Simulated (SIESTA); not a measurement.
HfIn4SiO6:

```
CELL_PARAMETERS angstrom
5.27743 0.00000 0.00000
-2.63872 4.57039 0.00000
0.00000 0.00000 10.55905
ATOMIC_POSITIONS crystal
Hf 0.66667 0.33333 0.00000
In 0.00000 0.00000 0.30446
In 0.00000 0.00000 0.69554
In 0.33333 0.66667 0.78919
In 0.33333 0.66667 0.21081
Si 0.00000 0.00000 0.00000
O 0.97300 0.70496 0.89972
O 0.29504 0.02700 0.10028
O 0.29504 0.26804 0.89972
O 0.73196 0.70496 0.10028
O 0.73196 0.02700 0.89972
O 0.97300 0.26804 0.10028
```

The cell was built by a generator and needn't be a form met in nature.

| Item | Value |
| --- | --- |
| Program | SIESTA 5.4.2 |
| Task | relaxation of cell and atoms |
| Functional | LDA |
| Potentials or basis | PseudoDojo 0.4 standard (LDA files) |
| Basis | DZP (energy shift 0.003 Ry; two zetas on semicore shells) |
| Grid cutoff | 800 Ry |
| Energy shift | 0.003 Ry |
| k mesh | 4 × 4 × 2 |
| Occupations | fermi-dirac, width 0.05 eV |
| Spin | no spin polarisation |

At the start: pressure -4.6 GPa; volume 21.22 Å³/atom.

Task: How do energy, volume and symmetry change on relaxing?

Result: Over 21 steps the energy falls by 24.4 meV/atom and the volume is 18.62 Å³/atom (-12.3 %); space group P312 (No. 149, to 0.05 Å).

Step by step:
```
step  energy change (eV)  largest force (eV/Å)  pressure (GPa)  volume (Å³)
   1              0.0000                0.4861           -4.63       254.68
   2             -0.1230                0.3012           -2.92       250.09
   3             -0.1962                0.1570           -0.41       243.60
   4             -0.2017                0.1450           -0.42       242.96
   5             -0.2053                0.1810            0.25       240.70
   6             -0.2107                0.0860           -0.31       241.13
   7             -0.2138                0.1123            0.02       239.81
   8             -0.2186                0.0910           -0.01       239.11
   9             -0.2224                0.0987           -0.06       238.61
  10             -0.2272                0.0885           -0.15       238.04
  11             -0.2325                0.0887           -0.17       237.27
  12             -0.2351                0.0898           -0.15       236.83
  13             -0.2658                0.0766           -0.11       231.49
  14             -0.2895                0.1005            0.00       224.24
  15             -0.2769                0.0578           -0.19       228.45
  16             -0.2921                0.0434            0.05       223.25
  17             -0.2896                0.0258           -0.15       225.05
  18             -0.2922                0.0346            0.12       221.66
  19             -0.2886                0.0227           -0.18       225.43
  20             -0.2927                0.0271            0.08       221.95
  21             -0.2927                0.0122           -0.05       223.43
```

Final structure:
```cif
data_structure
_symmetry_space_group_name_H-M 'P 1'
_symmetry_Int_Tables_number 1
_cell_length_a 5.1499
_cell_length_b 5.1499
_cell_length_c 9.7301
_cell_angle_alpha 89.986
_cell_angle_beta 89.986
_cell_angle_gamma 120.020
_cell_volume 223.43
loop_
_atom_site_label
_atom_site_type_symbol
_atom_site_fract_x
_atom_site_fract_y
_atom_site_fract_z
_atom_site_occupancy
Hf1 Hf 0.66665 0.33335 0.00000 1
In1 In 0.99996 0.00007 0.32325 1
In2 In 0.99993 0.00004 0.67675 1
In3 In 0.33329 0.66670 0.77081 1
In4 In 0.33330 0.66671 0.22919 1
Si1 Si 0.99996 0.00004 0.00000 1
O1 O 0.97685 0.70530 0.89196 1
O2 O 0.29470 0.02315 0.10804 1
O3 O 0.29487 0.27165 0.89190 1
O4 O 0.72835 0.70513 0.10810 1
O5 O 0.72810 0.02291 0.89214 1
O6 O 0.97709 0.27190 0.10786 1
```

Caveat: short orbitals over semicore shells can move pressures by several GPa; the basis of atomic orbitals isn't converged, which shifts pressures, moduli and gaps.
